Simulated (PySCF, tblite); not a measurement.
# C₆H₄B₂F₄: geometry, infrared bands and NMR shifts

Aim: predict the infrared bands and NMR shifts of C₆H₄B₂F₄ (`FB(F)c1ccccc1B(F)F`).

The runs use tblite 0.8.0 and PySCF 2.14.0, with density-fitted response routines of our own; the level of theory stands in each step. All values are computed, except where a source is named. Atoms count from 0, in the outputs and in this text.

### 1 Starting geometry

16 atoms, charge 0, multiplicity 1; geometry from: force field or distance geometry start.

Bonds of the start (Å): F0–B1 1.44, B1–F2 1.44, B1–C3 1.59, C3–C4 1.40, C4–C5 1.39, C5–C6 1.39, C6–C7 1.39, C7–C8 1.40, C8–B9 1.59, B9–F10 1.44, B9–F11 1.44, C8–C3 1.44, C4–H12 1.09, C5–H13 1.09, C6–H14 1.08, C7–H15 1.09.

### 2 Optimising the geometry with GFN2-xTB

The job: settings as JSON, then the geometry in Å.

```
{"job": {"kind": "relax", "xc": "GFN2-xTB", "basis": "xTB"}, "charge": 0, "multiplicity": 1}
F     -1.099200     3.167700    -0.749700
B     -1.371700     1.911300    -0.105400
F     -2.446100     1.844000     0.856100
C     -0.273700     0.767500    -0.152500
C      1.013900     1.120700    -0.573200
C      2.055400     0.198200    -0.567900
C      1.839700    -1.096200    -0.117700
C      0.572000    -1.483100     0.307300
C     -0.504500    -0.583300     0.277000
B     -1.943300    -1.145600     0.669100
F     -2.052500    -2.444400     1.290500
F     -3.142200    -0.560600     0.114400
H      1.222100     2.133100    -0.903400
H      3.052500     0.494200    -0.896800
H      2.650900    -1.802800    -0.095500
H      0.419100    -2.511700     0.636400
```

Launch:

```sh
> OMP_NUM_THREADS=1 python probes_run.py task.json out
```

One launch serves the whole session: the jobs run in the order shown.

**Question.** This job is followed by: GFN2-xTB harmonic vibrations, gas phase; GIAO PBE0/pcSseg-1 NMR shielding, non-relativistic, gas phase. What will the session give for the following? strongest single infrared mode (GFN2-xTB); zero-point energy (GFN2-xTB); 13C shifts against TMS (PBE0/pcSseg-1, means over atoms taken as alike); 1H shifts against TMS (PBE0/pcSseg-1, means over atoms taken as alike); 19F shifts against CFCl3 (PBE0/pcSseg-1, means over atoms taken as alike); 11B shifts against BF3·OEt2 (PBE0/pcSseg-1, means over atoms taken as alike).

The runs gave:

| quantity | value |
| --- | --- |
| strongest single infrared mode (GFN2-xTB) | 1267 cm⁻¹, 749 km/mol |
| zero-point energy (GFN2-xTB) | 60.2 kcal/mol |
| 13C shifts against TMS (PBE0/pcSseg-1, means over atoms taken as alike) | 142.7, 139.5, 137.9 ppm |
| 1H shifts against TMS (PBE0/pcSseg-1, means over atoms taken as alike) | 8.26, 7.95 ppm |
| 19F shifts against CFCl3 (PBE0/pcSseg-1, means over atoms taken as alike) | -81.4 ppm |
| 11B shifts against BF3·OEt2 (PBE0/pcSseg-1, means over atoms taken as alike) | 24.6 ppm |

What this shows: The optimisation took 40 steps and gained 1.203 eV; among the close pairs (by a distance rule), B9–F11 changed most, from 1.445 to 1.316 Å. No mode is imaginary among the 42: a minimum at this level. The strongest single mode, at 1267 cm⁻¹, moves mainly B9 and B1. GFN2-xTB is a fitted tight-binding method: band positions and strengths are rough. Its intensities can rank the bands wrongly. At PBE0/pcSseg-1: Shielding is most anisotropic at F0, F2, F10, F11 (span 288 ppm, paramagnetic term -216 ppm). NICS(1)zz of -28 ppm above the planar ring from C3 marks a diatropic (aromatic) ring current.
